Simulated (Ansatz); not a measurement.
# AlAsF₃H₃: basis-set convergence

The task here is to estimate one member of a computed series from the others.

Computed with Ansatz 0.2.0, Gaussian basis. Level: one geometry, several basis sets.

Plan: PBE0-D4/def2-SVP; ωB97M-V/def2-SVP; PBE0-D4/def2-QZVPP; ωB97M-V/def2-QZVPP; the functionals' def2-TZVPP values are taken from earlier runs.

**The relaxed structure**

An earlier PBE0-D4 in a triple-zeta def2 set relaxation fixed the geometry.

SMILES `[F][Al-]([F])([F])[AsH3+]`, 8 atoms, charge 0, spin multiplicity 1.

Atoms are counted from 1 here; the program's logs count them from 0.

Bond lengths: F1–Al2 1.650 Å, Al2–F3 1.650 Å, Al2–F4 1.650 Å, Al2–As5 2.597 Å, As5–H6 1.503 Å, As5–H7 1.503 Å, As5–H8 1.503 Å. Angles: F1–Al2–F3 117.6°, F1–Al2–F4 117.7°, F1–Al2–As5 99.0°, F3–Al2–F4 117.6°, F3–Al2–As5 98.9°, F4–Al2–As5 98.9°, Al2–As5–H6 118.8°, Al2–As5–H7 118.7°, Al2–As5–H8 118.7°, H6–As5–H7 98.8°, H6–As5–H8 98.8°, H7–As5–H8 98.8°.

The first run:

File in.yaml:

```yaml
crystal:
  periodic: [false, false, false]
  atoms:
    - {symbol: F, position_ang: [-0.034805, -1.711313, 1.650505]}
    - {symbol: Al, position_ang: [0.747099, -1.253005, 0.271825]}
    - {symbol: F, position_ang: [2.264727, -0.624316, 0.425902]}
    - {symbol: F, position_ang: [0.395843, -2.072731, -1.116257]}
    - {symbol: As, position_ang: [-0.549809, 0.942787, -0.219018]}
    - {symbol: H, position_ang: [-1.630005, 1.374028, 0.732703]}
    - {symbol: H, position_ang: [-1.318482, 1.054882, -1.505532]}
    - {symbol: H, position_ang: [0.217531, 2.232668, -0.296029]}
basis:
  gaussian: {orbitals: def2-SVP}
hamiltonian: {xc: pbe0, dispersion: d4}
output: {orbitals: {seedname: orbitals}}
```

The run is started by

```bash
$ ansatz run in.yaml --threads 4 --pin off --events-out ev --progress --plain --max-ram 10444MiB
```

Among the steps run: PBE0-D4 in def2-SVP; ωB97M-V in def2-SVP; PBE0-D4 in def2-QZVPP; ωB97M-V in def2-QZVPP.

One table of the session follows, with a row left open; its other results are not shown here.

It belongs to the step «Density functionals: the series». 

| functional | basis | HOMO (eV) |
| --- | --- | --- |
| PBE0-D4 | def2-SVP | -9.57 |
| PBE0-D4 | def2-TZVPP | ? |
| PBE0-D4 | def2-QZVPP | -9.72 |
| ωB97M-V | def2-SVP | -11.72 |
| ωB97M-V | def2-TZVPP | -11.85 |
| ωB97M-V | def2-QZVPP | -11.89 |

Q: Estimate the row for PBE0-D4, def2-TZVPP from the others.

As computed: HOMO (eV): -9.68. In the column «HOMO (eV)» it lies between PBE0-D4, def2-QZVPP (-9.72) and PBE0-D4, def2-SVP (-9.57).
